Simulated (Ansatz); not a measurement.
# BH5S (B(H2S)H3): r2SCAN/STO-3G

Aim: the electronic atomisation energy of BH5S (B(H2S)H3) at r2SCAN/STO-3G, from 4 runs. 

The calculation is run with Ansatz 0.2.0.

43 further runs of the same task are left out: 43 set aside as unsound or not needed.

### Step 1. The system as given

BH5S: 7 atoms, total charge 0, spin state singlet. SMILES: `[H]B([H])([H])<-S`. The shape is that of a GFN2-xTB optimisation.

Bond lengths: B1–S2 2.040 Å, S2–H3 1.336 Å, S2–H4 1.337 Å, B1–H5 1.181 Å, B1–H6 1.184 Å, B1–H7 1.181 Å. Angles: B1–S2–H3 98.0°, B1–S2–H4 98.0°, S2–B1–H5 102.5°, S2–B1–H6 103.4°, S2–B1–H7 102.5°, H3–S2–H4 92.0°, H5–B1–H6 115.4°, H5–B1–H7 114.9°, H6–B1–H7 115.4°.

### Step 2. A single-point energy at r2SCAN/STO-3G

in.yaml reads:

```yaml
crystal:
  periodic: [false, false, false]
  atoms:
    - {symbol: B, position_ang: [0.127630, -0.217240, -0.817090]}
    - {symbol: S, position_ang: [0.134050, -0.231310, 1.222430]}
    - {symbol: H, position_ang: [0.506250, 1.037510, 1.415020]}
    - {symbol: H, position_ang: [-1.154430, 0.067690, 1.414850]}
    - {symbol: H, position_ang: [1.280190, -0.216980, -1.075620]}
    - {symbol: H, position_ang: [-0.453000, 0.779570, -1.081760]}
    - {symbol: H, position_ang: [-0.440700, -1.219250, -1.077830]}
basis:
  gaussian: {orbitals: STO-3G}
hamiltonian: {xc: r2scan}
accuracy: high
```

On the command line:

```console
$ ansatz run in.yaml --threads 1 --pin off --max-ram 2610MiB --events-out events.jsonl --progress --plain --runs-dir runs
```

The log of the run:

```text
Warning: RAYON_NUM_THREADS=1 ignored (pool sized by the plan → 1); use --threads N
Functional definition: r2SCAN
  name "r2SCAN"
  parameter k0 = 0.174
  parameter k1 = 0.065
  parameter a1 = 4.9479
  exchange = r2scan_x(k0 = k0, k1 = k1, a1 = a1)
  correlation = r2scan_c
329 factors; integrals over basis functions are off by at most 8.7e-9 eV
mean field evaluation 1: about -11461.7520 eV, gradient 1.7e1 eV
mean field evaluation 2: about -11462.4967 eV, gradient 1.2e1 eV
mean field evaluation 4: about -11463.1393 eV, gradient 2.1e-1 eV
mean field evaluation 8: about -11463.0686 eV, gradient 9.5e-3 eV
mean field evaluation 16: about -11463.0686 eV, gradient 3.2e-9 eV
mean field -11463.06855779 eV, -421.2599995519 hartree, gradient 9.8e-9 eV, S^2 0.000000; 0 other end points of the search recorded, 0 dependent functions left out
reference -11463.06855820 eV, -421.2599995670 hartree; 13, 13 occupied and 6, 6 virtual orbitals, 329 factors
Total energy: -11463.06855820 eV, -421.2599995670 hartree
```

Run time: 2.3 s. Hardware: 1 thread of Arm Neoverse V2, shared host; peak memory 0.14 GiB.

### Step 3. The B atom at the same level

input.yaml reads:

```yaml
crystal:
  periodic: [false, false, false]
  atoms:
    - symbol: B
      position_ang: [0.000000, 0.000000, 0.000000]
basis:
  gaussian: {orbitals: STO-3G}
hamiltonian: {xc: {name: r2SCAN}}
accuracy: high
magnetization: {spin_polarized: true, initial_magnetization: 1}
```

On the command line:

```console
$ ansatz run input.yaml --threads 1 --pin off --max-ram 2610MiB --events-out events.jsonl --progress --plain --runs-dir runs
```

The log of the run (excerpt; [...] marks lines left out):

```text
Warning: RAYON_NUM_THREADS=1 ignored (pool sized by the plan → 1); use --threads N
[... 7 set-up lines as earlier in the session ...]
15 factors; integrals over basis functions are off by at most 8.9e-10 eV
mean field evaluation 1: about -659.9161 eV, gradient 3.2e-10 eV
mean field evaluation 2: about -659.9181 eV, gradient 7.4e-10 eV
mean field evaluation 4: about -659.9147 eV, gradient 0.0e0 eV
mean field evaluation 8: about -659.6135 eV, gradient 2.1e0 eV
mean field evaluation 16: about -659.9149 eV, gradient 5.3e-10 eV
mean field -659.91808795 eV, -24.2515424236 hartree, gradient 0.0e0 eV, S^2 0.750000; 7 other end points of the search recorded, 0 dependent functions left out
reference -659.91808847 eV, -24.2515424429 hartree; 3, 2 occupied and 2, 3 virtual orbitals, 15 factors
Total energy: -659.91808847 eV, -24.2515424429 hartree
```

Run time: 1.3 s. Hardware: 1 thread of Arm Neoverse V2, shared host; peak memory 0.095 GiB.

### Step 4. The H atom, same level

in.yaml reads:

```yaml
crystal:
  periodic: [false, false, false]
  atoms:
    - symbol: H
      position_ang: [0.000000, 0.000000, 0.000000]
basis:
  gaussian:
    orbitals: STO-3G
magnetization:
  spin_polarized: true
  initial_magnetization: 1
hamiltonian:
  xc: r2scan
accuracy: high
```

Run the same way, it converges to -0.46646 Eh (log not shown).

### Step 5. The S atom, same level

molecule.yaml reads:

```yaml
crystal:
  periodic: [false, false, false]
  atoms:
    - symbol: S
      position_ang: [0.000000, 0.000000, 0.000000]
basis:
  gaussian:
    orbitals: STO-3G
total_charge: 0
magnetization:
  spin_polarized: true
  initial_magnetization: 2
hamiltonian:
  xc: {name: r2SCAN}
accuracy: high
```

Run the same way, it converges to -393.65620 Eh (log not shown).

### Step 6. Outcome

At r2SCAN/STO-3G:

| quantity | value |
| --- | --- |
| molecule: total energy | -421.26000 Eh |
| B atom: total energy | -24.25154 Eh |
| B atom: ⟨S²⟩ | 0.750 |
| H atom: total energy | -0.46646 Eh |
| H atom: ⟨S²⟩ | 0.750 |
| S atom: total energy | -393.65620 Eh |
| S atom: ⟨S²⟩ | 2.000 |
| electronic atomisation energy | 27.754 eV |

In words: Taking the molecule apart into free atoms costs 27.75 eV (640 kcal/mol), before zero-point energy and without spin-orbit coupling. In a minimal basis such a difference can be off by several eV, whatever the method.
